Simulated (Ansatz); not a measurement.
# CH3BBrF (SMILES CB(F)Br) at PBEx+VWN5c(a = 0.2)/aug-pcseg-1 (accuracy low, exact exchange 0.2, vv10 b 6.3, vv10 c 0.01)

Aim: the energy change on altering one bond length of CH3BBrF at PBEx+VWN5c(a = 0.2)/aug-pcseg-1 (accuracy low, exact exchange 0.2, vv10 b 6.3, vv10 c 0.01), from 2 runs. 

Program for the calculation: Ansatz 0.2.0.

6 further runs of the same task are left out: 3 that didn't finish, 3 set aside as unsound or not needed.

## 1. Starting point

CH3BBrF: 7 atoms, total charge 0, spin state singlet. As SMILES, `CB(F)Br`. The coordinates come from a PBE0-D4/def2-TZVP relaxation.

Bond lengths: C1–B2 1.552 Å, B2–F3 1.318 Å, B2–Br4 1.925 Å, C1–H5 1.088 Å, C1–H6 1.096 Å, C1–H7 1.095 Å. Angles: C1–B2–F3 120.7°, C1–B2–Br4 123.2°, F3–B2–Br4 116.1°, B2–C1–H5 113.9°, B2–C1–H6 109.2°, B2–C1–H7 109.4°, H5–C1–H6 108.9°, H5–C1–H7 109.1°, H6–C1–H7 106.0°.

## 2. Energy and gradient at PBEx+VWN5c(a = 0.2)/aug-pcseg-1 (accuracy low, exact exchange 0.2, vv10 b 6.3, vv10 c 0.01)

File input.yaml:

```yaml
basis:
  gaussian:
    orbitals: aug-pcseg-1.json
crystal:
  periodic: [false, false, false]
  atoms:
    - {symbol: C, position_ang: [-0.030200, 0.733400, -0.071900]}
    - {symbol: B, position_ang: [0.132700, -0.795400, 0.136500]}
    - {symbol: F, position_ang: [1.023100, -1.268700, 0.985300]}
    - {symbol: Br, position_ang: [-0.923700, -2.104500, -0.798900]}
    - {symbol: H, position_ang: [-0.783100, 0.999600, -0.810600]}
    - {symbol: H, position_ang: [-0.288900, 1.202500, 0.883700]}
    - {symbol: H, position_ang: [0.931400, 1.165100, -0.369800]}
hamiltonian:
  xc:
    text: |
      parameter a = 0.2
      exchange = (1 - a)*pbe_x + a*exact_x
      correlation = vwn5_c + vv10(6.3, 0.01)
accuracy: low
output: {forces: true}
```

The basis set aug-pcseg-1 is read from a file made from the Basis Set Exchange's data (not shown).

Command:

```console
ansatz run input.yaml --threads 1 --pin off --max-ram 2610MiB --events-out events.jsonl --progress --plain --runs-dir runs
```

Log:

```text
Warning: RAYON_NUM_THREADS=1 ignored (pool sized by the plan → 1); use --threads N
Functional definition: unnamed
  parameter a = 0.2
  exchange = (1 - a)*pbe_x + a*exact_x
  correlation = vwn5_c + vv10(6.3, 0.01)
1311 factors; integrals over basis functions are off by at most 1.0e-3 eV
mean field evaluation 1: about -74552.9236 eV, gradient 6.0e1 eV
mean field evaluation 2: about -74548.5054 eV, gradient 7.2e1 eV
mean field evaluation 4: about -74560.7041 eV, gradient 4.3e0 eV
mean field evaluation 8: about -74560.7966 eV, gradient 3.1e-1 eV
mean field evaluation 16: about -74560.7969 eV, gradient 1.3e-5 eV
mean field -74560.79689103 eV, -2740.0587466219 hartree, gradient 1.3e-5 eV, S^2 0.000000; 0 other end points of the search recorded, 0 dependent functions left out
the calculation of the forces begins
reference -74560.79696244 eV, -2740.0587492462 hartree; 29, 29 occupied and 103, 103 virtual orbitals, 1311 factors
Total energy: -74560.79696244 eV, -2740.0587492462 hartree
Atom 0 at    -0.030200     0.733400    -0.071900 Å, force     0.006421     0.026706     0.003156 eV/Å
Atom 1 at     0.132700    -0.795400     0.136500 Å, force    -0.229781     0.342504    -0.232712 eV/Å
Atom 2 at     1.023100    -1.268700     0.985300 Å, force     0.447832    -0.218381     0.427673 eV/Å
Atom 3 at    -0.923700    -2.104500    -0.798900 Å, force    -0.217183    -0.292387    -0.190131 eV/Å
Atom 4 at    -0.783100     0.999600    -0.810600 Å, force    -0.074504     0.048736    -0.073798 eV/Å
Atom 5 at    -0.288900     1.202500     0.883700 Å, force    -0.020234     0.049274     0.088656 eV/Å
Atom 6 at     0.931400     1.165100    -0.369800 Å, force     0.087448     0.043548    -0.022844 eV/Å
Dipole moment:    -0.004328     0.340417    -0.015857 e Å
```

It took 21 s on 1 thread of Arm Neoverse N1, shared host; peak memory 0.32 GiB.

## 3. The distorted shape at the same level

File input.yaml:

```yaml
basis:
  gaussian:
    orbitals: aug-pcseg-1.json
crystal:
  periodic: [false, false, false]
  atoms:
    - {symbol: C, position_ang: [0.228493, 0.264312, -1.027475]}
    - {symbol: B, position_ang: [0.391393, -1.264488, -0.819075]}
    - {symbol: F, position_ang: [1.281793, -1.737788, 0.029725]}
    - {symbol: Br, position_ang: [-0.665007, -2.573588, -1.754475]}
    - {symbol: H, position_ang: [-0.524407, 0.530512, -1.766175]}
    - {symbol: H, position_ang: [-0.288900, 1.202500, 0.883700]}
    - {symbol: H, position_ang: [1.190093, 0.696012, -1.325375]}
hamiltonian:
  xc:
    text: |
      parameter a = 0.2
      exchange = (1 - a)*pbe_x + a*exact_x
      correlation = vwn5_c + vv10(6.3, 0.01)
accuracy: low
output: {forces: true}
```

The basis set aug-pcseg-1 is read from a file made from the Basis Set Exchange's data (not shown).

Command:

```console
ansatz run input.yaml --threads 1 --pin off --max-ram 2610MiB --events-out events.jsonl --progress --plain --runs-dir runs
```

Log, shortened:

```text
Warning: RAYON_NUM_THREADS=1 ignored (pool sized by the plan → 1); use --threads N
Functional definition: unnamed
[...]
1310 factors; integrals over basis functions are off by at most 1.0e-3 eV
[...]
mean field -74556.75101998 eV, -2739.9100636032 hartree, gradient 1.8e-5 eV, S^2 0.000000; 0 other end points of the search recorded, 0 dependent functions left out
[...]
reference -74556.75110239 eV, -2739.9100666320 hartree; 29, 29 occupied and 103, 103 virtual orbitals, 1310 factors
Total energy: -74556.75110239 eV, -2739.9100666320 hartree
Atom 0 at     0.228493     0.264312    -1.027475 Å, force    -0.153831     0.232328     0.723479 eV/Å
Atom 1 at     0.391393    -1.264488    -0.819075 Å, force    -0.445127     0.519245     0.732114 eV/Å
Atom 2 at     1.281793    -1.737788     0.029725 Å, force     0.500990    -0.240209     0.288754 eV/Å
Atom 3 at    -0.665007    -2.573588    -1.754475 Å, force    -0.176999    -0.121126    -0.248310 eV/Å
Atom 4 at    -0.524407     0.530512    -1.766175 Å, force    -0.392775     0.460768     0.508475 eV/Å
Atom 5 at    -0.288900     1.202500     0.883700 Å, force     0.712620    -1.318374    -2.634298 eV/Å
Atom 6 at     1.190093     0.696012    -1.325375 Å, force    -0.044877     0.467368     0.629786 eV/Å
Dipole moment:     0.016999     0.219466    -0.189116 e Å
```

Wall time 21 s (1 thread of Arm Neoverse N1, shared host); peak memory 0.32 GiB.

## 4. Results

At PBEx+VWN5c(a = 0.2)/aug-pcseg-1 (accuracy low, exact exchange 0.2, vv10 b 6.3, vv10 c 0.01):

| quantity | value |
| --- | --- |
| first shape: total energy | -2740.05875 Eh |
| first shape: dipole moment | 1.64 D |
| first shape: largest force on an atom | 0.657 eV/Å |
| distorted shape: total energy | -2739.91007 Eh |
| distorted shape: dipole moment | 1.39 D |
| distorted shape: largest force on an atom | 3.031 eV/Å |
| energy change with the C1–H6 bond stretched from 1.096 to 2.191 Å | 4.046 eV |

What this shows: With the C1–H6 bond stretched from 1.096 to 2.191 Å the energy rises by 4.05 eV (390 kJ/mol). The first shape isn't relaxed at this level, so the change isn't measured from a minimum. The largest force (first shape) is 0.66 eV/Å: the shape isn't a stationary point for this species at this level. The accuracy setting (first shape) is loose, so the last digits carry no meaning. Mulliken charges (distorted shape) run from -0.71 on C1 to +1.21 on B2; in a basis this large or diffuse they mean little. The accuracy setting (distorted shape) is loose, so the last digits carry no meaning.
